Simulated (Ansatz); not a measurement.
## the Hf-Os system: a small convex hull

Program: the Python package of Ansatz (0.2.0).

`hull_hfos3.py`:
```python
from collections import Counter
import csv
import warnings

import ansatz
import numpy as np
from scipy.spatial import ConvexHull

FUNCTIONAL = "lda"
SCF_TOL = 1e-07
MAX_ITERATIONS = 200
K_SPACING = 0.3
SMEARING = "cold"
WIDTH_EV = 0.1

PHASES = {
    "HfOs3 Pm-3m": (
        [(3.973561, 0.0, 0.0), (0.0, 3.973561, 0.0), (0.0, 0.0, 3.973561)],
        [
            ("Hf", (0.0, 0.0, 0.0)),
            ("Os", (0.5, 0.5, 0.0)),
            ("Os", (0.5, 0.0, 0.5)),
            ("Os", (0.0, 0.5, 0.5)),
        ],
    ),
    "HfOs Pm-3m": (
        [(3.239, 0.0, 0.0), (0.0, 3.239, 0.0), (0.0, 0.0, 3.239)],
        [
            ("Hf", (0.0, 0.0, 0.0)),
            ("Os", (0.5, 0.5, 0.5)),
        ],
    ),
    "Hf": (
        [(3.1967, 0.0, 0.0), (-1.59835, 2.768423, 0.0), (0.0, 0.0, 5.0578)],
        [
            ("Hf", (1 / 3, 2 / 3, 0.25)),
            ("Hf", (2 / 3, 1 / 3, 0.75)),
        ],
    ),
    "Os": (
        [(2.7341, 0.0, 0.0), (-1.36705, 2.3678, 0.0), (0.0, 0.0, 4.3197)],
        [
            ("Os", (1 / 3, 2 / 3, 0.25)),
            ("Os", (2 / 3, 1 / 3, 0.75)),
        ],
    ),
}


def build(vectors, sites):
    crystal = ansatz.Crystal(lattice=ansatz.Lattice.of(vectors))
    for symbol, position in sites:
        crystal = crystal.atom(symbol, position)
    return crystal


def ground_state(name, crystal):
    calc = (
        crystal.calculation()
        .functional(FUNCTIONAL)
        .pseudopotentials("nc")
        .scf(tolerance=SCF_TOL, max_iterations=MAX_ITERATIONS)
        .kpoints(spacing=K_SPACING)
        .occupations(SMEARING, width=WIDTH_EV)
    )
    calc = calc.relax(force_tolerance=0.02, cell=True)
    return calc.run(threads=1, pin="off")


def counts(outcome):
    return Counter(site.symbol for site in outcome.lattice.sites)

def formation_energy(outcome, mu):
    n = counts(outcome)
    return (outcome.report["energy_sigma0_ev"] - sum(k * mu[element] for element, k in n.items())) / sum(n.values())

warnings.simplefilter("ignore")

phases = {name: build(*cell) for name, cell in PHASES.items()}

done = {name: ground_state(name, crystal) for name, crystal in phases.items()}

references = {"Hf": "Hf", "Os": "Os"}
mu = {element: done[name].report["energy_sigma0_ev"] / len(done[name].lattice.sites) for element, name in references.items()}
points = sorted((counts(o)["Os"] / len(o.lattice.sites), formation_energy(o, mu), name) for name, o in done.items())

xy = np.array([(x, e) for x, e, _ in points] + [(0.5, 10.0)])
hull = sorted(tuple(xy[i]) for i in ConvexHull(xy).vertices if xy[i, 1] < 5)
rows = [(name, x, e, e - np.interp(x, *zip(*hull))) for x, e, name in points]
with open("hull.csv", "w", newline="") as handle:
    writer = csv.writer(handle)
    writer.writerow(["phase", "x(Os)", "E_form (eV/atom)", "above hull (eV/atom)"])
    writer.writerows([round(v, 4) if isinstance(v, float) else v for v in row] for row in rows)
print(open("hull.csv").read())
print("on the hull of these phases:", ", ".join(row[0] for row in rows if row[3] < 1e-6))
```

```console
$ python hull_hfos3.py
phase,x(Os),E_form (eV/atom),above hull (eV/atom)
Hf,0.0,0.0,0.0
HfOs Pm-3m,0.5,-0.719,0.0
HfOs3 Pm-3m,0.75,-0.1056,0.2539
Os,1.0,0.0,0.0

on the hull of these phases: Hf, HfOs Pm-3m, Os
```

What to keep in mind:
- The settings weren't tested for convergence.
- No spin polarisation was allowed.
- For the metals among these phases the mesh is modest: differences between phases can be off by up to 40 meV an atom.
- The program warned that this SCF threshold is loose for forces or stresses.
- Spin-orbit coupling, which matters for elements this heavy, is left out.
- The cells come from databases of deposited and of computed structures, and not all need be stable phases.
- Differences under about 40 meV an atom lie within the error of mesh and functional, so such verdicts may flip; only the cells listed enter the hull.
- The script silences warnings, which a real study should read.
- Hardware and time: 63 s on 1 thread of Arm Neoverse V2, with other jobs on the host, peak memory 0.5 GiB.
